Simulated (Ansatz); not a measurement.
InSb3 in Ansatz: the effect of functional

The system is InSb3.

```xyz
4
Lattice="0.0000 3.7433 3.7433 3.7433 0.0000 3.7433 3.7433 3.7433 0.0000" Properties=species:S:1:pos:R:3 pbc="T T T"
Sb    3.7433    3.7433    3.7433
Sb    5.6149    5.6149    5.6149
Sb    1.8716    1.8716    1.8716
In    0.0000    0.0000    0.0000
```

The cell comes from a database or a generator and needn't be the stable form of this composition.

The cell isn't the ideal one: volume scaled by 0.96.

Alike in all runs:

| Property | Result |
| --- | --- |
| Program | Ansatz 0.2.0 |
| Task | single point |
| Potentials or basis | Ansatz PAW |
| k mesh | 6 × 6 × 6 |
| Occupations | fermi-dirac, width 0.05 eV |
| Spin | no spin polarisation |

Problem. One run gave: pressure 2.1 GPa. Which functional did it use?
A. LDA
B. PBE
C. r2SCAN

Solution. B.

```csv
functional,cutoff,pressure (GPa)
LDA,420 eV (not typed: the program's choice for these potentials),-2.3
r2SCAN,500 eV (not typed: the program's choice for these potentials),1.2
PBE,420 eV (not typed: the program's choice for these potentials),2.1
```

Caveats: the PAW data sets come from PBE, with cores solved anew for the run's functional, which leaves a small shift of forces and pressure (some runs).
